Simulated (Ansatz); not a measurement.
**C2H8BClSi: one species, many methods**

An exercise on one series of results from a longer session: the logs are not shown, and one member is left open.

The runs use Ansatz 0.2.0, Gaussian basis; functionals in def2-TZVPP, the program's frozen cores in correlated methods.

Plan: PBE-D4, r2SCAN-D4, PBE0-D4, B3LYP-D4, ωB97X-V, ωB97M-V, B2PLYP; CCSD(T)/def2-TZVPP; MP2/def2-QZVPP; extrapolation to the limit.

### The geometry

The geometry comes from an earlier relaxation with PBE0-D4 in a triple-zeta def2 set; it is a stationary point, not always the lowest conformer.

SMILES `CBC([SiH3])Cl`, 13 atoms, charge 0, spin multiplicity 1.

Atoms are counted from 1 here; the program's logs count them from 0.

Bond lengths: C1–B2 1.558 Å, C1–H6 1.098 Å, C1–H7 1.095 Å, C1–H8 1.092 Å, B2–C3 1.545 Å, B2–H9 1.198 Å, C3–Si4 1.904 Å, C3–Cl5 1.794 Å, C3–H10 1.094 Å, Si4–H11 1.482 Å, Si4–H12 1.487 Å, Si4–H13 1.483 Å. Angles: B2–C1–H6 107.8°, B2–C1–H7 110.9°, B2–C1–H8 115.8°, H6–C1–H7 104.7°, H6–C1–H8 108.1°, H7–C1–H8 108.9°, C1–B2–C3 120.9°, C1–B2–H9 119.9°, C3–B2–H9 119.1°, B2–C3–Si4 107.9°, B2–C3–Cl5 116.1°, B2–C3–H10 113.0°, Si4–C3–Cl5 105.8°, Si4–C3–H10 105.7°, Cl5–C3–H10 107.7°, C3–Si4–H11 108.4°, C3–Si4–H12 109.5°, C3–Si4–H13 109.4° and more.

The first run:

in.yaml

```yaml
crystal:
  periodic: [false, false, false]
  atoms:
    - {symbol: C, position_ang: [-1.517547, 0.804120, 0.791246]}
    - {symbol: B, position_ang: [-0.138755, 1.069579, 0.115938]}
    - {symbol: C, position_ang: [0.410599, 0.116249, -0.968864]}
    - {symbol: Si, position_ang: [1.110619, -1.423012, -0.093072]}
    - {symbol: Cl, position_ang: [1.749413, 0.756247, -1.976471]}
    - {symbol: H, position_ang: [-2.163820, 1.667835, 0.584430]}
    - {symbol: H, position_ang: [-1.420139, 0.784254, 1.882222]}
    - {symbol: H, position_ang: [-2.040309, -0.097482, 0.465757]}
    - {symbol: H, position_ang: [0.532933, 1.994834, 0.472395]}
    - {symbol: H, position_ang: [-0.365175, -0.255675, -1.645088]}
    - {symbol: H, position_ang: [1.665607, -2.334551, -1.121528]}
    - {symbol: H, position_ang: [0.021738, -2.107013, 0.654555]}
    - {symbol: H, position_ang: [2.175336, -1.010186, 0.853281]}
basis:
  gaussian: {orbitals: def2-TZVPP}
hamiltonian: {xc: pbe, dispersion: d4}
output: {forces: true, orbitals: {seedname: orbitals}}
```

Started as:

```
> ansatz run in.yaml --threads 4 --pin off --events-out ev --progress --plain --max-ram 10444MiB
```

Among the steps run: PBE-D4 (GGA); r2SCAN-D4 (meta-GGA); PBE0-D4 (hybrid); B3LYP-D4 (hybrid); ωB97X-V (range-separated); ωB97M-V (range-separated); B2PLYP (double hybrid); CCSD(T) in def2-TZVPP; MP2 in def2-QZVPP.

One of the session's tables, all rows but one given; the rest of the session is left out.

It belongs to the step «Atomisation energies». 

| method | atomisation energy (kJ/mol) |
| --- | --- |
| PBE-D4 | ? |
| r2SCAN-D4 | 4563.2 |
| PBE0-D4 | 4555.9 |
| B3LYP-D4 | 4544.5 |
| ωB97X-V | 4559.0 |
| ωB97M-V | 4561.4 |
| B2PLYP | 4489.5 |
| HF/def2-TZVPP | 3477.5 |
| MP2/def2-TZVPP | 4469.5 |
| CCSD/def2-TZVPP | 4377.6 |
| CCSD(T)/def2-TZVPP | 4430.2 |
| MP2/CBS | 4571.5 |
| CCSD(T)/CBS | 4532.1 |

Estimate the missing values for PBE-D4.

As computed: atomisation energy (kJ/mol): 4589.7. In the column «atomisation energy (kJ/mol)» it is the highest.

To keep in mind: Free atoms (2 C, 1 B, 1 Si, 1 Cl, 8 H) were run apart at each level; the atomisation energy is their sum less the molecule, without zero-point or spin-orbit terms.
